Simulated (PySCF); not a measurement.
# C3H5ClO2Si: the cost of one run

Computed with PySCF 2.14.0, with density-fitted response routines of our own, on a single molecule in the gas phase. Atoms count from 0, in the outputs and in this text.

## 1. Starting geometry

12 atoms, charge 0, multiplicity 1; geometry from: GFN2-xTB. The atoms were then displaced at random by about 0.01 Å, so the start is not that level's minimum.

Bonds of the start (Å): Cl0–C1 1.74, C1–C2 1.33, C2–O3 1.30, O3–Si4 1.68, Si4–O5 1.64, O5–C6 1.41, C6–C1 1.49, C2–H7 1.11, Si4–H8 1.43, Si4–H9 1.47, C6–H10 1.09, C6–H11 1.10.

## 2. Geometry optimisation at PBE0-D3(BJ)/def2-SVP

Job settings and geometry (Å):

```
{"job": {"xc": "PBE0", "basis": "def2-SVP", "d3": "d3bj", "grid": 1, "shake": 0.01, "kind": "geom"}, "charge": 0, "multiplicity": 1}
Cl     2.757910     0.974970    -0.485990
C      1.176390     0.310960    -0.192730
C      1.056840    -0.963360     0.151260
O     -0.056470    -1.586070     0.391370
Si    -1.525570    -0.779080     0.363780
O     -1.175580     0.804900     0.152390
C      0.048620     1.268650    -0.365530
H      1.957510    -1.594800     0.273310
H     -2.265460    -1.318020    -0.732600
H     -2.110190    -0.851050     1.708340
H     -0.100870     1.490800    -1.426210
H      0.276550     2.213810     0.153590
```

Command:

```
$ OMP_NUM_THREADS=1 python probes_run.py task.json out
```

The driver reads the jobs from task.json and runs them one after another.

**Question.** How long does this first job take on 1 thread of Arm Neoverse V1, shared host, and how much memory does it need?

About 93 s, with a peak of 0.53 GiB.
